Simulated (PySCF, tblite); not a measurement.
# C3H9B3S: geometry, infrared bands and NMR shifts

Aim: predict the infrared bands and NMR shifts of C3H9B3S (`CB1BSB(C)C1`).

The runs use tblite 0.8.0 and PySCF 2.14.0, with density-fitted response routines of our own; the level of theory stands in each step. All values are computed, except where a source is named. Atoms are numbered from 0 throughout.

### Step 1. The starting structure

16 atoms, charge 0, multiplicity 1; geometry from: force field or distance geometry start.

Bonds of the start (Å): C0–B1 1.59, B1–B2 1.67, B2–S3 1.92, S3–B4 1.89, B4–C5 1.62, B4–C6 1.62, C6–B1 1.58, C0–H7 1.09, C0–H8 1.10, C0–H9 1.13, B2–H10 1.19, C5–H11 1.11, C5–H12 1.08, C5–H13 1.11, C6–H14 1.11, C6–H15 1.09.

### Step 2. Optimising the geometry with GFN2-xTB

What the job is given:

```
{"job": {"kind": "relax", "xc": "GFN2-xTB", "basis": "xTB"}, "charge": 0, "multiplicity": 1}
C      2.224200     0.551800     0.146000
B      0.881700    -0.283500     0.308000
B      0.167700    -0.642000     1.770300
S     -1.391400    -1.610700     1.209200
B     -1.451400    -0.831600    -0.509900
C     -2.089700     0.652400    -0.554100
C      0.111600    -0.940100    -0.906500
H      3.048700     0.111300     0.713300
H      2.513700     0.611200    -0.910300
H      1.994100     1.570000     0.567900
H      0.013300     0.192500     2.609200
H     -1.359100     1.380300    -0.153400
H     -2.402200     0.824100    -1.569400
H     -2.949100     0.703700     0.152200
H      0.285700    -0.298700    -1.795200
H      0.394600    -1.981800    -1.088700
```

Started as:

```
> OMP_NUM_THREADS=1 python probes_run.py task.json out
```

This one command runs all jobs of the session in turn.

**Question.** This job is followed by: GFN2-xTB harmonic vibrations, gas phase; GIAO PBE0/pcSseg-1 NMR shielding, non-relativistic, gas phase. Predict these results of the whole session: strongest single infrared mode (GFN2-xTB); zero-point energy (GFN2-xTB); 13C shifts against TMS (PBE0/pcSseg-1); 1H shifts against TMS (PBE0/pcSseg-1, means over atoms taken as alike); 11B shifts against BF3·OEt2 (PBE0/pcSseg-1); 33S shifts against CS2 (PBE0/pcSseg-1).

**Answer**, as computed:

| quantity | value |
| --- | --- |
| strongest single infrared mode (GFN2-xTB) | 916 cm⁻¹, 147 km/mol |
| zero-point energy (GFN2-xTB) | 75.8 kcal/mol |
| 13C shifts against TMS (PBE0/pcSseg-1) | 57.8, 13.5, 13.5 ppm |
| 1H shifts against TMS (PBE0/pcSseg-1, means over atoms taken as alike) | 8.94, 2.64, 1.30, 1.15 ppm |
| 11B shifts against BF3·OEt2 (PBE0/pcSseg-1) | 88.4, 87.4, 77.9 ppm |
| 33S shifts against CS2 (PBE0/pcSseg-1) | 269 ppm |

What this shows: Relaxing lowered the energy by 1.977 eV in 61 steps; the close pair that moved most is B2–S3, from 1.919 to 1.793 Å. The lowest mode is imaginary (25i cm⁻¹), so the xTB geometry is not a minimum. The strongest single mode, at 916 cm⁻¹, has its largest shares on H15, H14 and B4 (the list is cut at 3 atoms). Unscaled tight-binding wavenumbers are off by several per cent, some by more. Its intensities can rank the bands wrongly. At PBE0/pcSseg-1: The widest tensor belongs to S3: span 845 ppm, with a paramagnetic part of -825 ppm.
